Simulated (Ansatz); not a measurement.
# Li2Pd: the cost of one run

Computed with Ansatz 0.2.0 (DFT LDA, scalar-relativistic, unless a step's input says otherwise).

**1. Starting point**

The structure is hexagonal, space group P6/mmm (No. 191). Conventional cell: a = 4.227 Å, b = 4.227 Å, c = 2.732 Å, α = 90.00°, β = 90.00°, γ = 120.00°. Li (site symmetry -6m2) is surrounded by 5 Li at 2.44 to 2.73 Å and 6 Pd at 2.80 Å. Pd (site symmetry 6/mmm) has 2 Pd at 2.73 Å and 12 Li at 2.80 Å in its first shell of neighbours.

As a file:

```cif
data_structure
_symmetry_space_group_name_H-M 'P6/mmm'
_symmetry_Int_Tables_number 191
_cell_length_a 4.2267
_cell_length_b 4.2267
_cell_length_c 2.7319
_cell_angle_alpha 90.000
_cell_angle_beta 90.000
_cell_angle_gamma 120.000
_cell_volume 42.27
loop_
_atom_site_label
_atom_site_type_symbol
_atom_site_symmetry_multiplicity
_atom_site_Wyckoff_symbol
_atom_site_fract_x
_atom_site_fract_y
_atom_site_fract_z
_atom_site_occupancy
Li1 Li 2 d 0.33333 0.66667 0.50000 1
Pd1 Pd 1 a 0.00000 0.00000 0.00000 1
```

The file gives the conventional cell by its symmetry; the runs use the cell typed in the input.

Atoms are numbered in the order of the input: Li1, Li2, Pd3.

**2. Volume × 0.96, LAPW**

File input.yaml:

```yaml
crystal:
  lattice:
    - [4.1695756117, 0.0, 0.0]
    - [-2.0847878059, 3.6109584028, 0.0]
    - [0.0, 0.0, 2.6949779064]
  atoms:
    - { symbol: Li, position: [0.3333333333, 0.6666666667, 0.5] }
    - { symbol: Li, position: [0.6666666667, 0.3333333333, 0.5] }
    - { symbol: Pd, position: [0.0, 0.0, 0.0] }
kpoints:
  mp_grid: { grid: [11, 11, 15] }
  band_path:
    path:
      - [0.0, 0.0, 0.0]
      - [0.5, 0.0, 0.0]
      - [0.3333333333, 0.3333333333, 0.0]
      - [0.0, 0.0, 0.0]
      - [0.0, 0.0, 0.5]
      - [0.5, 0.0, 0.5]
      - [0.3333333333, 0.3333333333, 0.5]
      - [0.0, 0.0, 0.5]
      - [0.5, 0.0, 0.5]
    npoints: 5
scf:
  occupations: { method: fermi_dirac, width: 0.08 }
hamiltonian:
  xc: lda
  pseudopotentials: { kind: all_electron, lapw: { basis_error: 0.0005 } }
output:
  forces: true
  stress: true
  eigenvalues: true
```

On the command line:

```console
> ansatz run input.yaml --threads 1 --pin off --max-ram 4096MiB --backend cpu --events-out ev --progress --plain --runs-dir out
```

Q: Estimate wall time and peak memory on 1 thread of Intel Xeon 6975P-C (Granite Rapids), shared host.

About 20 s, with a peak of 0.6 GiB.
